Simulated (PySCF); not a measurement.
# BrH9O3Si4: NMR shifts in solvents

Aim: compute the NMR shifts of BrH9O3Si4 (`[SiH3]O[SiH](O[SiH3])O[SiH2]Br`), and see what a dielectric continuum does where one was used.

Programs: PySCF 2.14.0, with density-fitted response routines of our own. Each step states its level of theory. These are calculated values for one molecule, in the gas phase or a continuum, unless marked as measured. Atoms count from 0, in the outputs and in this text.

### 1 Starting geometry

17 atoms, charge 0, multiplicity 1; geometry from: GFN2-xTB.

Bonds of the start (Å): Si0–O1 1.63, O1–Si2 1.60, Si2–O3 1.61, O3–Si4 1.63, Si2–O5 1.62, O5–Si6 1.60, Si6–Br7 2.19, Si0–H8 1.46, Si0–H9 1.46, Si0–H10 1.46, Si2–H11 1.44, Si4–H12 1.46, Si4–H13 1.46, Si4–H14 1.46, Si6–H15 1.45, Si6–H16 1.45.

### 2 Relaxing the molecule at PBE0-D3(BJ)/def2-SVP

What the job is given:

```
{"job": {"xc": "PBE0", "basis": "def2-SVP", "d3": "d3bj", "grid": 1, "kind": "geom"}, "charge": 0, "multiplicity": 1}
Si     2.493020    -0.964526     0.172212
O      1.391072    -0.670636    -0.996806
Si     0.036470     0.046501    -1.459542
O     -0.190075     1.440539    -0.689225
Si    -0.213837     2.210860     0.742535
O     -1.207877    -0.930739    -1.094324
Si    -2.354617    -1.222035    -0.012273
Br    -1.441113    -2.046355     1.801279
H      3.556897    -1.609608    -0.593979
H      2.908563     0.325612     0.728006
H      1.882376    -1.821064     1.184714
H      0.012372     0.259421    -2.881651
H     -1.364337     3.104111     0.602903
H      1.063808     2.909668     0.848225
H     -0.394795     1.262443     1.843294
H     -3.151785    -2.274557    -0.611638
H     -3.033140    -0.007605     0.406360
```

The run is started by

```console
$ OMP_NUM_THREADS=1 python probes_run.py task.json out
```

This one command runs all jobs of the session in turn.

What it wrote:

```text
step   0  E = -3961.62160939  max force = 0.014496
step   1  E = -3961.63536949  max force = 0.004962
step   2  E = -3961.63587725  max force = 0.002052
step   3  E = -3961.63597339  max force = 0.001488
step   4  E = -3961.63608866  max force = 0.002011
step   5  E = -3961.63626119  max force = 0.002979
step   6  E = -3961.63654984  max force = 0.003354
step   7  E = -3961.63675299  max force = 0.002701
step   8  E = -3961.63688786  max force = 0.001668
step   9  E = -3961.63693212  max force = 0.001152
step  10  E = -3961.63694692  max force = 0.001465
step  11  E = -3961.63699255  max force = 0.000993
step  12  E = -3961.63703742  max force = 0.000948
step  13  E = -3961.63704733  max force = 0.001824
step  14  E = -3961.63706649  max force = 0.001694
step  15  E = -3961.63710019  max force = 0.001035
step  16  E = -3961.63711586  max force = 0.001363
step  17  E = -3961.63712863  max force = 0.001787
step  18  E = -3961.63714573  max force = 0.001749
step  19  E = -3961.63719752  max force = 0.001831
step  20  E = -3961.63721635  max force = 0.001050
step  21  E = -3961.63723301  max force = 0.000648
step  22  E = -3961.63727986  max force = 0.001063
step  23  E = -3961.63729976  max force = 0.001889
step  24  E = -3961.63728184  max force = 0.000630
step  25  E = -3961.63727299  max force = 0.000510
step  26  E = -3961.63728473  max force = 0.000757
step  27  E = -3961.63730306  max force = 0.000908
step  28  E = -3961.63731991  max force = 0.000882
step  29  E = -3961.63734061  max force = 0.000787
step  30  E = -3961.63736073  max force = 0.000801
step  31  E = -3961.63737977  max force = 0.000771
step  32  E = -3961.63739679  max force = 0.000702
step  33  E = -3961.63741308  max force = 0.000613
step  34  E = -3961.63742628  max force = 0.000515
step  35  E = -3961.63743892  max force = 0.000468
step  36  E = -3961.63745061  max force = 0.000480
step  37  E = -3961.63745966  max force = 0.000513
step  38  E = -3961.63746719  max force = 0.000519
step  39  E = -3961.63747082  max force = 0.000495
step  40  E = -3961.63747819  max force = 0.000480
step  41  E = -3961.63748947  max force = 0.000433
optimisation converged
```

It took 40 min on 1 thread, shared host.

Along the way: (not every step is listed)

```tsv
step	energy from step 0 (eV)	largest force component (eV/Å)
0	0.0000	0.7454
1	-0.3744	0.2552
2	-0.3882	0.1055
3	-0.3909	0.0765
4	-0.3940	0.1034
5	-0.3987	0.1532
6	-0.4066	0.1725
7	-0.4121	0.1389
8	-0.4157	0.0858
10	-0.4174	0.0753
12	-0.4198	0.0487
14	-0.4206	0.0871
16	-0.4220	0.0701
18	-0.4228	0.0899
20	-0.4247	0.0540
22	-0.4264	0.0547
24	-0.4265	0.0324
26	-0.4265	0.0389
28	-0.4275	0.0454
30	-0.4286	0.0412
32	-0.4296	0.0361
34	-0.4304	0.0265
36	-0.4311	0.0247
37	-0.4313	0.0264
38	-0.4315	0.0267
39	-0.4316	0.0255
40	-0.4318	0.0247
41	-0.4321	0.0223
```

Distances of close pairs at the start and the end, largest changes first:

```tsv
bond	before (Å)	after (Å)	change (Å)
Si6–Br7	2.192	2.234	+0.042
O5–Si6	1.603	1.644	+0.041
O3–Si4	1.626	1.662	+0.036
Si2–O5	1.624	1.658	+0.034
O1–Si2	1.601	1.635	+0.034
Si4–H13	1.460	1.493	+0.033
Si6–H16	1.453	1.485	+0.033
Si6–H15	1.450	1.482	+0.032
```

The next job starts from the end point, and lists it.

```tsv
at the end point	value
point group (found at 0.08 Å tolerance)	C1
rotational constants (GHz, main isotopes)	0.765, 0.526, 0.479
dipole moment (D)	0.48
```

### 3 NMR shieldings: PBE0/pcSseg-1 in acetone

What the job is given:

```
{"job": {"kind": "nmr", "xc": "PBE0", "basis": "pcSseg-1", "solvent": "acetone", "pop": true}, "charge": 0, "multiplicity": 1}
Si     2.076728    -1.362960     0.706382
O      1.546545    -0.517080    -0.621674
Si     0.447499     0.419757    -1.389248
O     -0.040064     1.648376    -0.418472
Si    -0.236697     2.276083     1.107600
O     -0.877691    -0.490074    -1.796756
Si    -2.203958    -1.159989    -1.092775
Br    -1.689100    -1.799478     0.984917
H      3.564790    -1.282377     0.737721
H      1.523935    -0.758828     1.955246
H      1.656145    -2.788733     0.606412
H      1.026637     0.951878    -2.631820
H     -0.774094     3.658671     0.972214
H      1.077262     2.318148     1.815385
H     -1.192275     1.437396     1.887324
H     -2.604944    -2.367761    -1.853217
H     -3.307784    -0.172710    -0.979335
```

Level: GIAO PBE0/pcSseg-1 NMR shielding, non-relativistic, IEF-PCM acetone.

What it wrote:

```text
coarse grid: 70768 points
cycle   1  E = -3961.8867733014  dE = -5.048e-01  |g| = 1.377e+00  |ddm| = 3.957e+00
cycle   2  E = -3961.5047464505  dE =  3.820e-01  |g| = 1.891e+00  |ddm| = 2.053e+00
cycle   3  E = -3962.1339281262  dE = -6.292e-01  |g| = 2.198e-01  |ddm| = 1.500e+00
cycle   4  E = -3962.1419921931  dE = -8.064e-03  |g| = 3.812e-02  |ddm| = 1.759e-01
cycle   5  E = -3962.1421423414  dE = -1.501e-04  |g| = 1.758e-02  |ddm| = 3.875e-02
cycle   6  E = -3962.1421960025  dE = -5.366e-05  |g| = 4.630e-03  |ddm| = 1.389e-02
cycle   7  E = -3962.1421994594  dE = -3.457e-06  |g| = 9.678e-04  |ddm| = 3.949e-03
final grid: 142752 points
cycle   8  E = -3962.1422043739  dE = -8.539e-08  |g| = 9.932e-04  |ddm| = 2.578e-03
cycle   9  E = -3962.1422042974  dE =  7.654e-08  |g| = 1.230e-03  |ddm| = 1.889e-03
cycle  10  E = -3962.1422046024  dE = -3.050e-07  |g| = 2.130e-04  |ddm| = 9.651e-04
cycle  11  E = -3962.1422046114  dE = -9.052e-09  |g| = 1.657e-05  |ddm| = 1.710e-04
cycle  12  E = -3962.1422046115  dE = -5.093e-11  |g| = 5.811e-06  |ddm| = 2.381e-05
converged SCF energy = -3962.1422046115

GIAO shielding tensors (ppm)
atom      isotropic    diamagn.    paramagn.     s11        s22        s33       span
  0 Si     390.147     879.702    -489.555    352.471    362.827    455.144    102.673
  1 O      282.410     402.510    -120.100    259.014    287.948    300.269     41.256
  2 Si     425.756     881.335    -455.580    414.904    425.436    436.928     22.024
  3 O      279.584     402.585    -123.001    254.814    282.775    301.164     46.350
  4 Si     389.212     879.861    -490.649    348.946    358.000    460.690    111.744
  5 O      229.491     402.344    -172.853    196.467    236.342    255.663     59.195
  6 Si     366.057     878.596    -512.540    346.516    356.505    395.148     48.632
  7 Br    2546.613    3130.467    -583.854   2139.602   2670.322   2829.913    690.311
  8 H       26.244      28.348      -2.104     22.689     24.150     31.893      9.204
  9 H       25.953      31.912      -5.959     23.164     25.506     29.189      6.025
 10 H       26.125      29.910      -3.785     22.372     25.731     30.271      7.899
 11 H       26.957      28.147      -1.190     23.328     23.340     34.203     10.875
 12 H       26.247      28.278      -2.031     22.801     24.067     31.873      9.072
 13 H       26.057      30.040      -3.983     22.781     24.600     30.791      8.010
 14 H       25.905      31.597      -5.692     21.299     27.552     28.866      7.567
 15 H       25.553      26.620      -1.066     21.012     23.518     32.131     11.119
 16 H       25.393      28.050      -2.656     21.542     23.266     31.372      9.830
```

It took 2 min on 1 thread, shared host.

The references, computed at this level on geometries of the same kind, shield at (ppm): 1H TMS 31.24, 29Si TMS 351.8, 17O H2O 342.8. Their shielding less the atom's gives the shift. The references are single molecules in the same continuum, so shifts against H2O, NH3, PH3, H3PO4 or CFCl3 are not on the usual liquid scales and can be off by tens of ppm. Atoms listed in one row are averaged.

```tsv
atoms	environment	σ (ppm)	δ (ppm)
H15, H16	hydrogen on a silicon bonded to Br, O	25.47	5.77
H8, H9, H10, H12, H13, H14	hydrogen on a silicon bonded to O	26.09	5.15
H11	hydrogen on a silicon bonded to 3 O	26.96	4.28
Si6	silicon bonded to Br, O, 2 H	366.1	-14.3
Si0, Si4	silicon bonded to O, 3 H	389.7	-37.9
Si2	silicon bonded to 3 O, H	425.8	-74.0
O5	oxygen bonded to 2 Si	229.5	113.3
O1, O3	oxygen bonded to 2 Si	281.0	61.8
Br7	bromine bonded to Si	2547	–
```

The run also stored atomic charges by several schemes (e):

```tsv
atoms	Mulliken	IAO	Hirshfeld	ESP fit
Si0, Si4	0.71	0.85	0.38	0.61
O1, O3	-0.76	-0.88	-0.31	-0.46
Si2	1.29	1.45	0.51	0.72
O5	-0.75	-0.87	-0.31	-0.36
Si6	0.90	0.95	0.41	0.33
Br7	-0.40	-0.28	-0.09	-0.18
```

Mayer bond orders: Si0–O1 0.87, O1–Si2 0.95, Si2–O3 0.93, O3–Si4 0.88, Si2–O5 0.90, O5–Si6 0.95, Si6–Br7 0.87.

### 4 Nuclear shieldings: PBE0/pcSseg-1 in acetonitrile

Same as in step 3 but for these lines:

```diff
@@ -1,2 +1,2 @@
-{"job": {"kind": "nmr", "xc": "PBE0", "basis": "pcSseg-1", "solvent": "acetone", "pop": true}, "charge": 0, "multiplicity": 1}
+{"job": {"kind": "nmr", "xc": "PBE0", "basis": "pcSseg-1", "solvent": "acetonitrile", "pop": false}, "charge": 0, "multiplicity": 1}
 Si     2.076728    -1.362960     0.706382
```

With the program's defaults for keys left out, this is: GIAO PBE0/pcSseg-1 NMR shielding, non-relativistic, IEF-PCM acetonitrile.

What it wrote:

```text
coarse grid: 70768 points
cycle   1  E = -3961.8869750238  dE = -5.050e-01  |g| = 1.377e+00  |ddm| = 3.957e+00
cycle   2  E = -3961.5060099003  dE =  3.810e-01  |g| = 1.890e+00  |ddm| = 2.050e+00
cycle   3  E = -3962.1340714571  dE = -6.281e-01  |g| = 2.194e-01  |ddm| = 1.497e+00
cycle   4  E = -3962.1420996854  dE = -8.028e-03  |g| = 3.789e-02  |ddm| = 1.747e-01
cycle   5  E = -3962.1422465415  dE = -1.469e-04  |g| = 1.731e-02  |ddm| = 3.823e-02
cycle   6  E = -3962.1422984076  dE = -5.187e-05  |g| = 4.622e-03  |ddm| = 1.371e-02
cycle   7  E = -3962.1423018528  dE = -3.445e-06  |g| = 9.495e-04  |ddm| = 3.923e-03
final grid: 142752 points
cycle   8  E = -3962.1423067475  dE = -8.839e-08  |g| = 9.683e-04  |ddm| = 2.549e-03
cycle   9  E = -3962.1423066769  dE =  7.060e-08  |g| = 1.196e-03  |ddm| = 1.838e-03
cycle  10  E = -3962.1423069643  dE = -2.874e-07  |g| = 2.098e-04  |ddm| = 9.360e-04
cycle  11  E = -3962.1423069731  dE = -8.758e-09  |g| = 1.587e-05  |ddm| = 1.681e-04
cycle  12  E = -3962.1423069731  dE = -6.276e-11  |g| = 5.914e-06  |ddm| = 2.346e-05
converged SCF energy = -3962.1423069731

GIAO shielding tensors (ppm)
atom      isotropic    diamagn.    paramagn.     s11        s22        s33       span
  0 Si     390.116     879.699    -489.583    352.478    362.782    455.089    102.611
  1 O      282.401     402.515    -120.114    259.020    287.935    300.247     41.228
  2 Si     425.743     881.337    -455.594    414.888    425.422    436.919     22.031
  3 O      279.568     402.588    -123.020    254.841    282.748    301.115     46.274
  4 Si     389.178     879.857    -490.679    348.938    357.968    460.630    111.691
  5 O      229.530     402.351    -172.822    196.484    236.420    255.685     59.201
  6 Si     365.996     878.593    -512.596    346.594    356.380    395.015     48.421
  7 Br    2547.110    3130.471    -583.361   2140.380   2670.695   2830.255    689.875
  8 H       26.244      28.347      -2.103     22.689     24.150     31.894      9.205
  9 H       25.952      31.909      -5.957     23.164     25.506     29.188      6.024
 10 H       26.126      29.912      -3.785     22.374     25.732     30.273      7.898
 11 H       26.956      28.145      -1.189     23.327     23.338     34.202     10.875
 12 H       26.247      28.276      -2.029     22.800     24.067     31.874      9.073
 13 H       26.056      30.037      -3.981     22.780     24.599     30.790      8.010
 14 H       25.908      31.600      -5.692     21.301     27.555     28.868      7.567
 15 H       25.551      26.613      -1.062     21.009     23.516     32.128     11.119
 16 H       25.390      28.041      -2.651     21.539     23.263     31.369      9.830
```

It took 1.8 min on 1 thread, shared host.

This run: δ Si6 -14.2, Si0 -37.9, Si2 -74.0, O5 113.5, H15 5.77, H8 5.15 ppm (means over like atoms).

### 5 Side by side: NMR shifts

Shifts (ppm) of some atoms, chosen among heavy atoms and hydrogens apart, means over like atoms, with basis size and wall time:

```tsv
run	H15	H8	Si6	Si0	Si2	O5	O1	functions	time
PBE0/pcSseg-1 in acetone	5.77	5.15	-14.3	-37.9	-74.0	113.3	61.8	233	2 min
PBE0/pcSseg-1 in acetonitrile	5.77	5.15	-14.2	-37.9	-74.0	113.5	62.0	233	1.8 min
```

The continuum's effect on the ground state:

```tsv
solvent	ε	polarisation energy (Eh)	μ (D)
acetone	20.49	-0.0029	0.65
acetonitrile	35.69	-0.0030	0.66
```

### 6 Summary of results

| quantity | value |
| --- | --- |
| point group | C1 |
| rotational constants (main isotopes) | 0.77, 0.53, 0.48 GHz |
| 1H shifts against TMS (PBE0/pcSseg-1, acetone, means over atoms taken as alike) | 5.77, 5.15, 4.28 ppm |
| 29Si shifts against TMS (PBE0/pcSseg-1, acetone, means over atoms taken as alike) | -14.3, -37.9, -74.0 ppm |
| 17O shifts against H2O (PBE0/pcSseg-1, acetone, means over atoms taken as alike) | 113.3, 61.8 ppm |
| shieldings of Br (PBE0/pcSseg-1, acetone) | Br7 2546.6 ppm |
| range of the shift of O1 | 61.8 to 62.0 ppm |

**Reading.** Relaxing lowered the energy by 0.432 eV in 41 steps; the close pair that moved most is Si6–Br7, from 2.192 to 2.234 Å. At PBE0/pcSseg-1: The widest tensor belongs to Br7: span 690 ppm, with a paramagnetic part of -584 ppm. Among the atoms with a shift in every run: Across the 2 runs the shift of O1 (with its like atoms) moves most, between 61.8 (PBE0/pcSseg-1 in acetone) and 62.0 ppm (PBE0/pcSseg-1 in acetonitrile). Most of that comes from the computed reference, not from the atom's own shielding. The continuum holds electrostatics alone: no hydrogen bonds to the solvent, and the gas-phase geometry is kept. Spin-orbit coupling is left out, which matters for shieldings and couplings at and beside the heavy atoms.
